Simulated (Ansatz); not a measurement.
# GeH2O (singlet): from Hartree-Fock to the top rungs at distance Ge1–O2 = 2.004 Å, cc-pVTZ

The task here is to estimate one member of a computed series from the others.

Computed with Ansatz 0.2.0, Gaussian basis. Level: cc-pVTZ, core rule «outside noble gas», up to 15 orbitals frozen.

The runs, in order: UHF; CCSD(T) on RHF; BCCD(T) on RHF; CISD; CCSDT(Q) on RHF; CASSCF and NEVPT2, 2 electrons in 2 orbitals.

4 further runs of the same task are left out: 4 for a known fault of the program.

**The system**

The geometry derives from a PBE0/def2-TZVP stationary point (not a proven minimum). One bond is set to the value named and the two fragments are kept rigid. No spin-orbit coupling is included. The filled d shell of Ge may be among the frozen orbitals whatever the setting's name suggests; the logs give the count.

4 atoms, charge 0, spin multiplicity 1.

Atoms are counted from 1 here; the program's logs count them from 0.

Bond lengths: Ge1–O2 2.004 Å, Ge1–H3 1.599 Å, O2–H4 0.961 Å. Angles: O2–Ge1–H3 92.3°, Ge1–O2–H4 111.5°.

Set-up of the first run:

Contents of in.yaml:

```yaml
crystal:
  periodic: [false, false, false]
  atoms:
    - {symbol: Ge, position_ang: [0.000000, -0.049455, 0.375994]}
    - {symbol: O, position_ang: [0.000000, 0.170855, -1.615860]}
    - {symbol: H, position_ang: [0.000000, 1.531472, 0.616408]}
    - {symbol: H, position_ang: [0.000000, -0.679445, -2.064292]}
basis:
  gaussian: {orbitals: cc-pVTZ}
magnetization: {spin_polarized: true, initial_magnetization: 0}
hamiltonian: {xc: hf}
output: {orbitals: {seedname: orbitals}}
```

The run is started by

```
$ ansatz run in.yaml --threads 1 --pin off --events-out ev --progress --plain --max-ram 8192MiB --backend cpu
```

Among the steps run: UHF; CCSD(T) on RHF; BCCD(T) on RHF; CISD; CCSDT(Q) on RHF; CASSCF and NEVPT2, 2 electrons in 2 orbitals.

One table of the session follows, with a row left open; its other results are not shown here.

```
   method  from RCCSDT(Q) (kJ/mol)
      RHF                  +1006.7
     RMP2                    +83.6
    RCCSD                    +43.1
 RCCSD(T)                     +4.5
  BCCD(T)                     +4.1
   RCCSDT                        ?
RCCSDT(Q)                        0
```

Estimate the missing values for RCCSDT.

The run gave: from RCCSDT(Q) (kJ/mol): +3.0. In the column «from RCCSDT(Q) (kJ/mol)» it lies between RCCSDT(Q) (0) and BCCD(T) (+4.1).

Not comparable, so not listed: CISD (they don't share determinant, frozen orbitals or solution with the rows shown, or repeat one).

Caveats from the session: Left out of the table: CASSCF pair, NEVPT2 pair (the active space lost an orbital or holds another state than full CI finds). Warnings in the runs' records: passed over end.
